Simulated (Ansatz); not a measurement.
# CH4F2HfOSe: geometry optimisation

What shape does CH4F2HfOSe take? The plan is to relax it.

The runs use Ansatz 0.2.0, Gaussian basis; RKS PBE0-D4/def2-TZVP.

Levels to be run: relaxation at PBE0-D4/def2-TZVP.

1 further run of the same task is left out (set aside as unsound or not needed).

## (1) The starting structure

SMILES `C[Se][Hf]([OH])([F])[F]`, 10 atoms, charge 0, spin multiplicity 1.

Atoms are counted from 1 here; the program's logs count them from 0.

Bond lengths: C1–Se2 2.015 Å, C1–H7 1.087 Å, C1–H8 1.092 Å, C1–H9 1.097 Å, Se2–Hf3 2.435 Å, Hf3–O4 1.846 Å, Hf3–F5 1.858 Å, Hf3–F6 1.857 Å, O4–H10 0.963 Å. Angles: Se2–C1–H7 107.4°, Se2–C1–H8 108.6°, Se2–C1–H9 110.2°, H7–C1–H8 109.6°, H7–C1–H9 109.8°, H8–C1–H9 111.1°, C1–Se2–Hf3 79.8°, Se2–Hf3–O4 124.9°, Se2–Hf3–F5 107.7°, Se2–Hf3–F6 107.2°, O4–Hf3–F5 105.4°, O4–Hf3–F6 108.4°, F5–Hf3–F6 100.6°, Hf3–O4–H10 115.4°.

As a file:

```xyz
10

C    -0.77296   -1.61481   -0.45981
Se   -1.40331    0.06238   -1.38089
Hf    0.30218    0.99140    0.08823
O     0.84861    2.75418    0.08838
F    -0.20137    0.62961    1.84002
F     1.80592   -0.08732   -0.06610
H    -1.52831   -2.37926   -0.62371
H     0.16962   -1.92794   -0.91250
H    -0.65335   -1.43424    0.61553
H     1.43297    3.00599    0.81087
```

The start is a GFN2-xTB geometry. Hf takes the def2 core potential; no spin-orbit term is included.

## (2) Geometry optimisation, PBE0-D4/def2-TZVP

in.yaml

```yaml
crystal:
  periodic: [false, false, false]
  atoms:
    - {symbol: C, position_ang: [-0.772960, -1.614810, -0.459810]}
    - {symbol: Se, position_ang: [-1.403310, 0.062380, -1.380890]}
    - {symbol: Hf, position_ang: [0.302180, 0.991400, 0.088230]}
    - {symbol: O, position_ang: [0.848610, 2.754180, 0.088380]}
    - {symbol: F, position_ang: [-0.201370, 0.629610, 1.840020]}
    - {symbol: F, position_ang: [1.805920, -0.087320, -0.066100]}
    - {symbol: H, position_ang: [-1.528310, -2.379260, -0.623710]}
    - {symbol: H, position_ang: [0.169620, -1.927940, -0.912500]}
    - {symbol: H, position_ang: [-0.653350, -1.434240, 0.615530]}
    - {symbol: H, position_ang: [1.432970, 3.005990, 0.810870]}
basis:
  gaussian: {orbitals: def2-TZVP}
hamiltonian: {xc: pbe0, dispersion: d4}
relax: {f_tol: 0.005, max_steps: 150}
```

The run is started by

```console
$ ansatz run in.yaml --threads 2 --pin off --events-out ev --progress --plain --max-ram 22528MiB --backend cuda --devices 0, --max-vram 18GiB
```

Before running them: what should the planned runs give, taken together? Wanted: point group; shift from the start; total energy; dispersion term; dipole moment.

The runs gave:

| quantity | value |
| --- | --- |
| point group | C1 |
| steps | 34 |
| shift from the start (rms) | 0.538 Å |
| total energy | -75234.5655 eV |
| dispersion term | -191 meV |
| dipole moment | 1.38 D |

The relaxed geometry lies 0.54 Å (rms) from the start; the bond that changed most is Se2–Hf3, from 2.435 to 2.568 Å. No vibrations were run, so it is not proven to be a minimum. The largest Mulliken charge, +1.46 e, sits on Hf3.
